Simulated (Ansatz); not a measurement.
# BrGeHS: how energies converge with the basis set

How large a basis does BrGeHS need? Two functionals are run in growing sets.

Computed with Ansatz 0.2.0, Gaussian basis. Level: one geometry, several basis sets.

Levels to be run: PBE0-D4/def2-SVP; ωB97M-V/def2-SVP; PBE0-D4/def2-QZVPP; ωB97M-V/def2-QZVPP; the functionals' def2-TZVPP values are taken from earlier runs.

**1. The relaxed structure**

An earlier PBE0-D4 in a triple-zeta def2 set relaxation fixed the geometry.

SMILES `[SH][Ge][Br]`, 4 atoms, charge 0, spin multiplicity 1.

Atoms are counted from 1 here; the program's logs count them from 0.

Bond lengths: S1–Ge2 2.237 Å, S1–H4 1.344 Å, Ge2–Br3 2.358 Å. Angles: Ge2–S1–H4 96.8°, S1–Ge2–Br3 99.8°.

**2. PBE0-D4 in def2-SVP**

in.yaml reads:

```yaml
crystal:
  periodic: [false, false, false]
  atoms:
    - {symbol: S, position_ang: [-0.495377, 1.211852, -0.684372]}
    - {symbol: Ge, position_ang: [-0.978429, -0.944285, -0.333532]}
    - {symbol: Br, position_ang: [0.876037, -1.561753, 0.985278]}
    - {symbol: H, position_ang: [0.653269, 1.233985, 0.012327]}
basis:
  gaussian: {orbitals: def2-SVP}
hamiltonian: {xc: pbe0, dispersion: d4}
output: {orbitals: {seedname: orbitals}}
```

The runs that follow: ωB97M-V in def2-SVP; PBE0-D4 in def2-QZVPP; ωB97M-V in def2-QZVPP.

**Question.** What will the summary of the whole plan be? Wanted: PBE0-D4: double and triple zeta above quadruple; ωB97M-V: double and triple zeta above quadruple.

As calculated:

| quantity | value |
| --- | --- |
| PBE0-D4: double and triple zeta above quadruple | 22.39, 2.98 eV |
| ωB97M-V: double and triple zeta above quadruple | 22.20, 2.88 eV |

For PBE0-D4 the step from double to triple zeta gains 19.41 eV and the next only 2.98 eV. These are total energies; as a rule much of such shifts cancels in differences, which this series doesn't test.
